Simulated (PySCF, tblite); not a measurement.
# AsH8NSi2, a small molecule taken as a stand-in for a surface group (As on Si): NMR shifts, core binding energies and electronic excitations

Aim: the NMR shifts, core binding energies and electronic excitations of `N[As]([SiH3])[SiH3]`.

Computed with tblite 0.8.0 and PySCF 2.14.0; each step states its level. No surroundings beyond the atoms listed, unless a continuum is named. Atoms count from 0, parts from 1.

### 1 The system as given

12 atoms, charge 0, multiplicity 1; geometry: distance geometry start.

### 2 Relaxing the cluster with GFN2-xTB

Job settings and geometry (Å):

```
{"job": {"kind": "relax", "xc": "GFN2-xTB", "basis": "xTB"}, "charge": 0, "multiplicity": 1}
Si     0.270327    -2.097417     1.850692
As    -0.687615    -0.484373     0.506929
Si     0.660173     0.450130    -1.077027
N     -1.903866     0.710374     1.411453
H     -0.208054    -1.930402     3.195967
H      1.650511    -1.960798     1.813451
H     -0.127562    -3.386611     1.380122
H      1.712454    -0.447275    -1.366015
H      1.222617     1.662223    -0.562589
H     -0.086991     0.724009    -2.246137
H     -2.111734     1.574852     0.893346
H     -2.667271     0.271329     1.911748
```

Method: GFN2-xTB geometry optimisation, gas phase.

The run is started by

```sh
OMP_NUM_THREADS=1 python cluster_run.py task.json out
```

The driver reads the jobs from task.json and runs them one after another.

Standard output:

```text
step      E/eV     max force
  0    -347.80070    2.499
  1    -348.09148    2.419
  2    -348.50267    1.863
  3    -348.65607    1.038
  4    -348.72437    0.749
  5    -348.80072    0.468
  6    -348.82639    0.540
  7    -348.84816    0.637
  8    -348.88626    0.492
  9    -348.90952    0.307
 10    -348.92057    0.277
 11    -348.92929    0.310
 12    -348.94540    0.421
 13    -348.96639    0.415
 14    -348.98575    0.447
 15    -348.99978    0.355
 16    -349.00860    0.250
 17    -349.01497    0.271
 18    -349.02479    0.328
 19    -349.03449    0.297
 20    -349.04159    0.320
 21    -349.04779    0.242
 22    -349.05352    0.182
 23    -349.05809    0.167
 24    -349.06210    0.224
 25    -349.06496    0.197
 26    -349.06683    0.118
 27    -349.06828    0.101
 28    -349.06939    0.080
 29    -349.07001    0.062
 30    -349.07032    0.043
 31    -349.07052    0.043
 32    -349.07072    0.047
 33    -349.07097    0.059
 34    -349.07128    0.053
 35    -349.07163    0.052
 36    -349.07196    0.046
 37    -349.07220    0.032
 38    -349.07236    0.032
 39    -349.07252    0.034
 40    -349.07276    0.056
 41    -349.07313    0.070
 42    -349.07363    0.085
 43    -349.07414    0.075
 44    -349.07454    0.053
 45    -349.07483    0.054
 46    -349.07509    0.048
 47    -349.07536    0.070
 48    -349.07569    0.072
 49    -349.07616    0.079
 50    -349.07684    0.096
 51    -349.07757    0.081
 52    -349.07813    0.057
 53    -349.07846    0.047
 54    -349.07869    0.057
 55    -349.07896    0.059
 56    -349.07930    0.039
 57    -349.07965    0.037
 58    -349.07977    0.040
 59    -349.07995    0.029
 60    -349.08012    0.037
 61    -349.08031    0.052
 62    -349.08055    0.064
 63    -349.08101    0.064
 64    -349.08166    0.094
 65    -349.08247    0.112
 66    -349.08326    0.090
 67    -349.08396    0.061
 68    -349.08452    0.094
 69    -349.08452    0.120
 70    -349.08563    0.092
 71    -349.08632    0.081
 72    -349.08785    0.056
 73    -349.08837    0.085
 74    -349.08879    0.083
 75    -349.08938    0.061
 76    -349.08978    0.045
 77    -349.09007    0.059
 78    -349.09029    0.066
 79    -349.09112    0.069
 80    -349.09178    0.085
 81    -349.09290    0.083
 82    -349.09389    0.078
 83    -349.09474    0.079
 84    -349.09549    0.075
 85    -349.09646    0.101
 86    -349.09801    0.106
 87    -349.10010    0.127
 88    -349.09483    0.252
 89    -349.10251    0.101
 90    -349.10356    0.088
 91    -349.10494    0.181
 92    -349.10603    0.086
 93    -349.10656    0.067
 94    -349.10760    0.044
 95    -349.10791    0.044
 96    -349.10836    0.047
 97    -349.10866    0.049
 98    -349.10891    0.055
 99    -349.10913    0.037
100    -349.10933    0.036
101    -349.10948    0.033
102    -349.10961    0.026
103    -349.10971    0.023
104    -349.10977    0.017
105    -349.10983    0.019
106    -349.10993    0.033
107    -349.11006    0.039
108    -349.11021    0.029
109    -349.11034    0.023
110    -349.11044    0.024
111    -349.11053    0.035
112    -349.11067    0.040
113    -349.11084    0.040
114    -349.11102    0.044
115    -349.11119    0.040
116    -349.11135    0.038
117    -349.11148    0.043
118    -349.11157    0.022
119    -349.11162    0.023
120    -349.11167    0.018
121    -349.11175    0.019
122    -349.11184    0.031
123    -349.11198    0.039
124    -349.11209    0.031
125    -349.11216    0.016
126    -349.11220    0.013
127    -349.11224    0.013
128    -349.11228    0.015
129    -349.11231    0.021
130    -349.11233    0.018
131    -349.11236    0.014
132    -349.11238    0.010
133    -349.11239    0.009
134    -349.11240    0.008
135    -349.11241    0.008
136    -349.11242    0.010
137    -349.11244    0.013
138    -349.11247    0.021
139    -349.11252    0.028
140    -349.11257    0.028
141    -349.11263    0.022
142    -349.11269    0.018
143    -349.11275    0.023
144    -349.11281    0.025
145    -349.11286    0.024
146    -349.11291    0.029
147    -349.11296    0.020
148    -349.11300    0.021
149    -349.11305    0.019
150    -349.11307    0.015
151    -349.11311    0.015
152    -349.11313    0.015
153    -349.11314    0.011
154    -349.11316    0.008
155    -349.11318    0.012
156    -349.11321    0.017
157    -349.11325    0.017
158    -349.11329    0.015
159    -349.11333    0.017
160    -349.11338    0.021
161    -349.11344    0.022
162    -349.11349    0.019
163    -349.11354    0.021
164    -349.11358    0.022
165    -349.11361    0.018
166    -349.11363    0.014
167    -349.11365    0.008
```

Wall time 2.5 s (1 thread of Arm Neoverse V1, shared host).

The steps of the relaxation:

```tsv
step	energy from step 0 (eV)	largest force (eV/Å)
0	0.0000	2.4993
7	-1.0475	0.6370
14	-1.1850	0.4466
21	-1.2471	0.2415
28	-1.2687	0.0810
35	-1.2709	0.0517
42	-1.2729	0.0857
49	-1.2755	0.0782
56	-1.2786	0.0396
63	-1.2803	0.0641
70	-1.2849	0.0925
77	-1.2894	0.0593
84	-1.2948	0.0751
91	-1.3042	0.1810
98	-1.3082	0.0547
105	-1.3091	0.0194
112	-1.3100	0.0397
119	-1.3109	0.0228
126	-1.3115	0.0136
133	-1.3117	0.0082
140	-1.3119	0.0277
147	-1.3123	0.0200
154	-1.3125	0.0085
161	-1.3127	0.0218
167	-1.3130	0.0076
```

Distances of close pairs at the start and the end, largest changes first:

```tsv
bond	before (Å)	after (Å)	change (Å)
Si0–H5	1.387	1.468	+0.080
Si2–H9	1.414	1.474	+0.059
Si2–H7	1.413	1.469	+0.056
As1–Si2	2.280	2.325	+0.045
As1–N3	1.930	1.888	-0.041
Si0–H6	1.429	1.469	+0.040
Si2–H8	1.432	1.468	+0.036
Si0–H4	1.438	1.473	+0.036
```

### 3 Relaxing the molecule at PBE0-D3(BJ)/def2-SVP

Job settings and geometry (Å):

```
{"job": {"xc": "PBE0", "basis": "def2-SVP", "d3": "d3bj", "grid": 2, "kind": "geom", "shake": 0.01}, "charge": 0, "multiplicity": 1}
Si     0.358176    -1.470752     1.169904
As    -1.006711    -0.391136    -0.415049
Si     0.682744     0.608435    -1.649539
N     -1.306845     1.135276     0.652312
H     -0.504989    -1.938538     2.263443
H      1.386841    -0.616137     1.768123
H      0.985099    -2.628356     0.569585
H      1.382162    -0.386827    -2.488969
H      1.736318     1.302941    -0.840084
H      0.122566     1.613374    -2.540493
H     -1.817329     1.846678     0.115226
H     -1.979540     0.897460     1.412541
```

Standard output:

```text
step   0  E = -2873.33842897  max force = 0.020048
step   1  E = -2873.34299372  max force = 0.005430
step   2  E = -2873.34320974  max force = 0.000995
step   3  E = -2873.34325440  max force = 0.000560
step   4  E = -2873.34326652  max force = 0.000409
optimisation converged
```

Wall time 41 s (1 thread of Arm Neoverse V1, shared host); peak memory 0.66 GiB.

The steps of the relaxation:

```tsv
step	energy from step 0 (eV)	largest force component (eV/Å)
0	0.0000	1.0309
1	-0.1242	0.2792
2	-0.1301	0.0512
3	-0.1313	0.0288
4	-0.1316	0.0210
```

Close pairs (by a distance rule), those that changed most:

```tsv
bond	before (Å)	after (Å)	change (Å)
As1–Si2	2.319	2.371	+0.052
Si0–H6	1.447	1.496	+0.049
Si2–H9	1.455	1.496	+0.041
Si0–H5	1.465	1.494	+0.029
Si0–H4	1.470	1.496	+0.026
N3–H11	1.043	1.022	-0.021
As1–N3	1.887	1.907	+0.020
Si2–H7	1.478	1.496	+0.018
```

The end geometry stands in the next job.

```tsv
at the end point	value
point group (found at 0.08 Å tolerance)	Cs
rotational constants (GHz, main isotopes)	2.907, 2.094, 1.588
dipole moment (D)	1.17
```

### 4 Shielding tensors: PBE0/pcSseg-2

Job settings and geometry (Å):

```
{"job": {"kind": "nmr", "xc": "PBE0", "basis": "pcSseg-2"}, "charge": 0, "multiplicity": 1}
Si     0.392441    -1.416585     1.138384
As    -1.065848    -0.425235    -0.447072
Si     0.742282     0.603737    -1.585177
N     -1.378562     1.107050     0.644142
H     -0.429217    -1.852852     2.309732
H      1.449357    -0.474495     1.614060
H      1.024960    -2.623057     0.520732
H      1.408161    -0.413078    -2.456747
H      1.741199     1.202387    -0.649651
H      0.183584     1.686330    -2.453033
H     -1.886314     1.792225     0.081894
H     -2.027482     0.836419     1.385313
```

With the program's defaults for keys left out, this is: GIAO PBE0/pcSseg-2 NMR shielding, non-relativistic, gas phase.

Standard output:

```text
coarse grid: 45056 points
cycle   1  E = -2873.8909152876  dE = -9.815e-01  |g| = 9.343e-01  |ddm| = 2.535e+00
cycle   2  E = -2873.8450030349  dE =  4.591e-02  |g| = 9.296e-01  |ddm| = 5.907e-01
cycle   3  E = -2873.9246502758  dE = -7.965e-02  |g| = 2.436e-01  |ddm| = 4.847e-01
cycle   4  E = -2873.9366383612  dE = -1.199e-02  |g| = 7.087e-02  |ddm| = 1.776e-01
cycle   5  E = -2873.9375045958  dE = -8.662e-04  |g| = 9.562e-03  |ddm| = 3.889e-02
cycle   6  E = -2873.9375179869  dE = -1.339e-05  |g| = 2.624e-03  |ddm| = 1.011e-02
cycle   7  E = -2873.9375201747  dE = -2.188e-06  |g| = 6.340e-04  |ddm| = 4.138e-03
final grid: 90896 points
cycle   8  E = -2873.9374975791  dE = -3.670e-08  |g| = 7.838e-04  |ddm| = 2.265e-03
cycle   9  E = -2873.9374974833  dE =  9.583e-08  |g| = 1.130e-03  |ddm| = 1.918e-03
cycle  10  E = -2873.9374977430  dE = -2.597e-07  |g| = 8.920e-05  |ddm| = 9.531e-04
cycle  11  E = -2873.9374977447  dE = -1.782e-09  |g| = 1.053e-05  |ddm| = 9.271e-05
cycle  12  E = -2873.9374977448  dE = -1.592e-11  |g| = 6.433e-06  |ddm| = 1.335e-05
converged SCF energy = -2873.9374977448

GIAO shielding tensors (ppm)
atom      isotropic    diamagn.    paramagn.     s11        s22        s33       span
  0 Si     404.943     879.122    -474.179    347.525    409.955    457.348    109.823
  1 As    1511.532    2879.543   -1368.011   1055.447   1309.836   2169.314   1113.867
  2 Si     404.914     879.103    -474.189    347.470    409.911    457.361    109.891
  3 N      269.486     304.739     -35.254    225.476    252.923    330.058    104.582
  4 H       27.003      28.643      -1.640     23.266     25.031     32.711      9.445
  5 H       27.157      28.817      -1.660     23.457     26.054     31.961      8.505
  6 H       27.046      28.538      -1.492     23.918     24.398     32.821      8.903
  7 H       27.048      28.541      -1.492     23.919     24.386     32.840      8.922
  8 H       27.163      28.812      -1.649     23.456     26.076     31.958      8.502
  9 H       27.009      28.639      -1.629     23.278     25.043     32.707      9.429
 10 H       32.028      30.526       1.502     22.509     28.980     44.594     22.084
 11 H       32.019      30.547       1.472     22.473     29.043     44.540     22.067
```

It took 45 s on 1 thread of Arm Neoverse V1, shared host; peak memory 1.1 GiB.

The references, computed at this level on geometries of the same kind, shield at (ppm): ¹H TMS 31.25, ²⁹Si TMS 341.3, ¹⁵N NH3 261.7, ⁷⁵As AsH3 1915. Their shielding less the atom's gives the shift. The references are single molecules in the gas phase, so shifts against H2O, NH3, PH3, H3PO4 or CFCl3 are not on the usual liquid scales and can be off by tens of ppm. Shifts against hydride references such as AlH4− lie on their own scale. Atoms listed in one row are averaged.

```tsv
atoms	environment	σ (ppm)	δ (ppm)
H4, H9	hydrogen on a silicon bonded to As	27.01	4.24
H6, H7	hydrogen on a silicon bonded to As	27.05	4.20
H5, H8	hydrogen on a silicon bonded to As	27.16	4.08
H10, H11	hydrogen on a nitrogen bonded to As	32.02	-0.78
Si0, Si2	silicon bonded to As, 3 H	404.9	-63.6
As1	arsenic bonded to N, 2 Si	1512	403
N3	nitrogen bonded to As, 2 H	269.5	-7.8
```

The run also stored atomic charges by several schemes (e):

```tsv
atoms	Mulliken	IAO	Hirshfeld	ESP fit
Si0, Si2	0.52	0.37	0.23	0.26
As1	-0.28	0.13	0.07	-0.10
N3	-0.36	-0.78	-0.29	-0.84
```

Mayer bond orders: Si0–As1 0.95, As1–Si2 0.95, As1–N3 0.95.

### 5 X-ray photoelectron lines: SCAN, X2C

Settings changed since step 4:

```diff
@@ -1,2 +1,2 @@
-{"job": {"kind": "nmr", "xc": "PBE0", "basis": "pcSseg-2"}, "charge": 0, "multiplicity": 1}
+{"job": {"kind": "xps", "holes": 5}, "charge": 0, "multiplicity": 1}
 Si     0.392441    -1.416585     1.138384
```

With the program's defaults for keys left out, this is: delta-SCF UKS SCAN, pcX-2 on the ionised atom, pcseg-1 elsewhere, spin-free X2C.

Standard output:

```text
ground state, core basis on atom 0 (Si), 159 functions
  cycle   1  E = -2895.10413962  |g| = 3.84e-01
  cycle   2  E = -2895.02527513  |g| = 6.70e-01
  cycle   3  E = -2895.13467482  |g| = 9.94e-02
  cycle   4  E = -2895.13769204  |g| = 2.93e-02
  cycle   5  E = -2895.13797973  |g| = 8.30e-03
  cycle   6  E = -2895.13800528  |g| = 2.75e-03
  cycle   7  E = -2895.13800594  |g| = 9.33e-04
  cycle   8  E = -2895.13800242  |g| = 1.97e-04
  E(ground) = -2895.06356154 Eh
hole in Si 2p of atom 0
  cycle   1  E = -2890.86564232  |g| = 1.23e+00
  cycle   2  E = -2890.42001315  |g| = 1.28e+00
  cycle   3  E = -2891.06636128  |g| = 4.31e-01
  cycle   4  E = -2891.18795106  |g| = 1.81e-01
  cycle   5  E = -2891.19827370  |g| = 1.09e-01
  cycle   6  E = -2891.20518710  |g| = 1.99e-02
  cycle   7  E = -2891.20542490  |g| = 6.06e-03
  cycle   8  E = -2891.20544943  |g| = 2.35e-03
  cycle   9  E = -2891.20545388  |g| = 4.17e-04
  E(ion) = -2891.14245294 Eh   <S^2> = 0.7535   hole on atom = 1.002   binding energy = 106.699 eV
  2p3/2 = 106.479 eV   2p1/2 = 107.102 eV
ground state, core basis on atom 3 (N), 148 functions
  cycle   1  E = -2895.06027678  |g| = 7.61e-02
  cycle   2  E = -2895.06027003  |g| = 2.47e-02
  cycle   3  E = -2895.06020096  |g| = 3.04e-02
  cycle   4  E = -2895.06044842  |g| = 7.70e-03
  cycle   5  E = -2895.06046608  |g| = 1.58e-03
  cycle   6  E = -2895.06046495  |g| = 1.54e-04
  E(ground) = -2895.02640943 Eh
hole in N 1s of atom 3
  cycle   1  E = -2879.47290716  |g| = 1.86e+00
  cycle   2  E = -2878.62732807  |g| = 2.16e+00
  cycle   3  E = -2880.11980280  |g| = 4.24e-01
  cycle   4  E = -2880.18002368  |g| = 1.46e-01
  cycle   5  E = -2880.19350453  |g| = 3.78e-02
  cycle   6  E = -2880.19453435  |g| = 1.14e-02
  cycle   7  E = -2880.19462611  |g| = 4.03e-03
  cycle   8  E = -2880.19464259  |g| = 1.18e-03
  cycle   9  E = -2880.19464514  |g| = 5.44e-04
  cycle  10  E = -2880.19464284  |g| = 1.67e-04
  E(ion) = -2880.16016653 Eh   <S^2> = 0.7698   hole on atom = 1.000   binding energy = 404.531 eV
```

Wall time 13 s (1 thread of Arm Neoverse V1, shared host); peak memory 0.49 GiB.

The holes in one table. −ε is the ground-state orbital energy:

```tsv
hole	stands for	environment	ΔSCF (eV; 2p as the shell's mean)	−ε (eV)	⟨S²⟩
Si2p on Si0	Si0, Si2	silicon bonded to As, 3 H	106.69	96.3	0.754
N1s on N3	N3	nitrogen bonded to As, 2 H	404.53	386.0	0.770
```

Each hole run stands for the others of its class of like atoms.

With the spin-orbit splitting: Si0 2p3/2 106.48, 2p1/2 107.10 eV. The table gives each 2p level as the mean over the whole 2p shell (two parts 2p3/2, one part 2p1/2), which differs a little from the single hole in the log.

### 6 Ultraviolet spectrum: CAM-B3LYP/def2-SVPD

Settings changed since step 5:

```diff
@@ -1,2 +1,2 @@
-{"job": {"kind": "xps", "holes": 5}, "charge": 0, "multiplicity": 1}
+{"job": {"kind": "uv", "xc": "CAM-B3LYP", "basis": "def2-SVPD", "nstates": 6, "ntriplets": 2, "ip": true}, "charge": 0, "multiplicity": 1}
 Si     0.392441    -1.416585     1.138384
```

Method: TDDFT CAM-B3LYP/def2-SVPD, vertical, gas phase, core orbitals frozen in the response.

Standard output:

```text
coarse grid: 45056 points
cycle   1  E = -2873.9945113309  dE = -8.991e-01  |g| = 3.742e-01  |ddm| = 3.983e+00
cycle   2  E = -2873.9959808379  dE = -1.470e-03  |g| = 3.902e-01  |ddm| = 1.380e+00
cycle   3  E = -2874.0257710675  dE = -2.979e-02  |g| = 6.969e-02  |ddm| = 5.407e-01
cycle   4  E = -2874.0269808715  dE = -1.210e-03  |g| = 1.453e-02  |ddm| = 1.196e-01
cycle   5  E = -2874.0270376264  dE = -5.675e-05  |g| = 4.095e-03  |ddm| = 3.632e-02
cycle   6  E = -2874.0270412837  dE = -3.657e-06  |g| = 7.488e-04  |ddm| = 1.254e-02
final grid: 90896 points
cycle   7  E = -2874.0270083126  dE = -2.759e-07  |g| = 6.676e-04  |ddm| = 3.857e-03
cycle   8  E = -2874.0270083500  dE = -3.744e-08  |g| = 6.692e-04  |ddm| = 2.180e-03
cycle   9  E = -2874.0270084087  dE = -5.870e-08  |g| = 4.201e-05  |ddm| = 8.772e-04
cycle  10  E = -2874.0270084108  dE = -2.063e-09  |g| = 2.743e-05  |ddm| = 2.874e-04
cycle  11  E = -2874.0270084112  dE = -3.952e-10  |g| = 1.223e-05  |ddm| = 1.692e-04
converged SCF energy = -2874.0270084112

Static polarisability (au): isotropic 102.398, principal 88.117 102.709 116.369

Singlet excitations
state   eV       nm        f      main configurations
  1   4.5604    271.9   0.01799   H->L 0.95
  2   5.5862    221.9   0.08417   H->L+1 0.89
  3   5.6589    219.1   0.05801   H->L+2 0.93
  4   6.1029    203.2   0.00121   H->L+3 0.58, H->L+4 0.34
  5   6.3108    196.5   0.07610   H-1->L 0.87
  6   6.4897    191.0   0.06292   H->L+4 0.50, H->L+3 0.26, H-1->L+1 0.08

Triplet excitations (Tamm-Dancoff, eV): 3.9072 4.8000
Vertical ionisation energy (delta-SCF) = 8.3846 eV
```

Run time: 40 s. Hardware: 1 thread of Arm Neoverse V1, shared host; peak memory 0.92 GiB.

Frontier orbitals and where they lie:

```tsv
orbital	eV	atoms
HOMO−3	-11.05	Si2 27 %, H7 16 %, H8 16 %
HOMO−2	-10.32	N3 45 %, As1 22 %, Si2 7 %
HOMO−1	-9.31	As1 37 %, Si0 19 %, Si2 19 %
HOMO	-7.69	As1 45 %, N3 29 %, Si2 8 %
LUMO	0.31	As1 34 %, N3 14 %, Si0 12 %
LUMO+1	0.79	As1 30 %, Si0 21 %, Si2 21 %
LUMO+2	1.01	As1 23 %, Si0 19 %, Si2 19 %
```

With each of the 6 states as a Gaussian band of 0.4 eV half-width at 1/e, the curve within the window shown has maxima at 272 nm (ε 730), 220 nm (ε 5,900), 195 nm (ε 5,500) L/(mol cm). Beyond the last state computed it falls off for lack of states. The curve at chosen wavelengths:

| nm | ε (L/mol/cm) |
| --- | --- |
| 183 | 2190 |
| 188 | 4124 |
| 193 | 5407 |
| 199 | 5286 |
| 204 | 4691 |
| 209 | 4713 |
| 214 | 5373 |
| 219 | 5897 |
| 225 | 5476 |
| 230 | 4317 |
| 235 | 2944 |
| 240 | 1794 |
| 245 | 1051 |
| 251 | 651 |
| 256 | 586 |
| 261 | 633 |
| 266 | 700 |
| 271 | 734 |
| 277 | 703 |
| 282 | 624 |
| 287 | 517 |
| 292 | 402 |
| 297 | 295 |
| 303 | 191 |
| 308 | 126 |
| 313 | 80 |

Further results of this job:

```tsv
property	computed
dipole moment (D)	0.93
polarisability (Å³)	15.17
HOMO–LUMO gap (eV)	8.00
−ε(HOMO) (eV)	7.69
```

### 7 Outcome

| quantity | value |
| --- | --- |
| point group | Cs |
| rotational constants (main isotopes) | 2.91, 2.09, 1.59 GHz |
| ¹H shifts against TMS (PBE0/pcSseg-2, means over atoms taken as alike) | 4.24, 4.20, 4.08, -0.78 ppm |
| ²⁹Si shifts against TMS (PBE0/pcSseg-2, means over atoms taken as alike) | -63.6 ppm |
| ⁷⁵As shifts against AsH3 (PBE0/pcSseg-2) | 403 ppm |
| ¹⁵N shifts against NH3 (PBE0/pcSseg-2) | -7.8 ppm |
| Si2p binding energies, SCAN/pcX-2 | Si0 106.69 eV |
| N1s binding energies, SCAN/pcX-2 | N3 404.53 eV |
| lowest singlet (CAM-B3LYP/def2-SVPD) | 4.56 eV (272 nm), f = 0.018 |
| brightest single state of those computed | state 2, 5.59 eV, f = 0.084 |
| lowest triplet | 3.91 eV |
| vertical ionisation energy (ΔSCF) | 8.38 eV |

**Reading.** The start of the PBE0/def2-SVP relaxation was shaken at random by about 0.01 Å, so part of the energy gained, and of the first lengths quoted, undoes that. Relaxing lowered the energy by 0.132 eV in 4 steps; the close pair that moved most is As1–Si2, from 2.319 to 2.371 Å (PBE0/def2-SVP). Hydrogens of an XH3 group are listed apart at this fixed geometry; free rotation makes them one line at their mean. At PBE0/pcSseg-2: The largest span, 1114 ppm, is at As1, where the paramagnetic term is -1368 ppm. The first singlet state (HOMO→LUMO 0.95) lies at 4.56 eV and is weak; of the 6 states computed, the strongest absorption comes from state 2 at 5.59 eV (the last state computed absorbs too, and its partners may lie past the list). The lowest triplet lies 0.65 eV below the lowest singlet (triplets in Tamm-Dancoff, singlets in full TDDFT). ΔSCF puts the ionisation energy at 8.38 eV, 0.69 eV above −ε(HOMO). Spin-orbit coupling is left out, which matters for shieldings and couplings at and beside the heavy atoms. A capped cluster stands for the solid here, so long-range fields and strain are missing, and bands or shifts of the capping hydrogens have no counterpart in it.
